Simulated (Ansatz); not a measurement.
**AgH₂IO: geometry at several levels**

Aim: geometry at several levels, for AgH₂IO, with the cost of each level.

Method: the levels named in each step, in Ansatz 0.2.0.

## (1) Starting point

Bond lengths: O1–Ag2 2.340 Å, Ag2–I3 2.578 Å, O1–H4 0.958 Å, O1–H5 0.958 Å. Angles: O1–Ag2–I3 179.9°, Ag2–O1–H4 125.9°, Ag2–O1–H5 126.0°, H4–O1–H5 108.1°.

Coordinates:

```xyz
5

O    -0.5437    1.0401    3.2578
Ag   -0.1756    0.3379    1.0566
I     0.2279   -0.4375   -1.3690
H    -0.3527    0.5338    4.0480
H    -0.9217    1.8783    3.5255
```

## (2) A rough first relaxation, PBE-D4/def2-SVP

File input.yaml:

```yaml
crystal:
  periodic: [false, false, false]
  atoms:
    - { symbol: O, position_ang: [-0.54375, 1.04011, 3.25777] }
    - { symbol: Ag, position_ang: [-0.17558, 0.3379, 1.0566] }
    - { symbol: I, position_ang: [0.22792, -0.43751, -1.36898] }
    - { symbol: H, position_ang: [-0.35272, 0.53382, 4.04798] }
    - { symbol: H, position_ang: [-0.92167, 1.87826, 3.52555] }
basis:
  gaussian: { orbitals: def2-SVP }
hamiltonian:
  xc: pbe
  dispersion: d4
relax:
  f_tol: 0.03
  max_steps: 200
```

Run with:

```console
$ ansatz run input.yaml --threads 2 --pin off --max-ram 5120MiB --backend cpu --events-out ev --progress --plain --runs-dir out
```

Further steps of the session: Relaxation, HF/def2-SVP; Relaxation, LDA/def2-SVP; Relaxation, PBE-D4/def2-SVP.

What does the calculation give? Wanted: O1–Ag2 at PBE-D4/def2-SVP; Ag2–I3 at PBE-D4/def2-SVP.

The runs gave:

| quantity | value |
| --- | --- |
| O1–Ag2 at PBE-D4/def2-SVP | 2.247 Å |
| Ag2–I3 at PBE-D4/def2-SVP | 2.567 Å |

What this shows: The O–Ag distance spreads over 0.228 Å, from LDA/def2-SVP (shortest) to HF/def2-SVP. Heavy atoms carry effective core potentials in def2 sets, and spin-orbit coupling is left out.
